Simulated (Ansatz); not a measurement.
# CuCl2: the cost of one run

Program: Ansatz 0.2.0. Level of theory: DFT r²SCAN+U (U_eff = 2 eV on Cu d), plane waves, PAW. These are calculated values, not measurements.

## (1) Starting point

The structure is cubic, space group Fm-3m (No. 225). The conventional cell has a = 6.088 Å, b = 6.088 Å, c = 6.088 Å, α = 90.00°, β = 90.00°, γ = 90.00°. Around Cu (site symmetry m-3m) lie 8 Cl at 2.64 Å. Cl (site symmetry -43m) has 4 Cu at 2.64 Å as nearest neighbours.

As a file:

```
CELL_PARAMETERS angstrom
0.00000 3.04389 3.04389
3.04389 0.00000 3.04389
3.04389 3.04389 0.00000
ATOMIC_POSITIONS crystal
Cu 0.00000 0.00000 0.00000
Cl 0.25000 0.25000 0.25000
Cl 0.75000 0.75000 0.75000
```

Magnetic order typed: ferromagnetic.

## (2) From atoms, symmetry kept, no search

input.yaml reads:

```yaml
crystal:
  lattice:
    - [0.0, 3.04388664, 3.04388664]
    - [3.04388664, 0.0, 3.04388664]
    - [3.04388664, 3.04388664, 0.0]
  atoms:
    - { symbol: Cu, position: [0.0, 0.0, 0.0], spin: 1.0 }
    - { symbol: Cl, position: [0.25, 0.25, 0.25] }
    - { symbol: Cl, position: [0.75, 0.75, 0.75] }
basis:
  ecutwfc: 500
  ecutrho_ratio: 4
kpoints:
  mp_grid: { grid: [5, 5, 5] }
hamiltonian:
  xc: r2scan
  hubbard: { sites: [{ site: 0, l: d, u_eff: 2.0 }] }
scf:
  occupations: { method: gaussian, width: 0.05 }
  lower_state_search: "off"
  max_iter: 150
output:
  forces: true
  stress: true
  eigenvalues: true
  populations: true
  hubbard: { sites: [{ site: 0, l: d }] }
magnetization:
  spin_polarized: true
```

Command:

```sh
$ ansatz run input.yaml --threads 4 --pin off --max-ram 6144MiB --backend cpu --events-out ev --progress --plain --runs-dir out
```

**Question.** How long does this run take on 4 threads of Arm Neoverse N1, shared host, and how much memory does it need?

About 7.8 s, with a peak of 0.49 GiB.
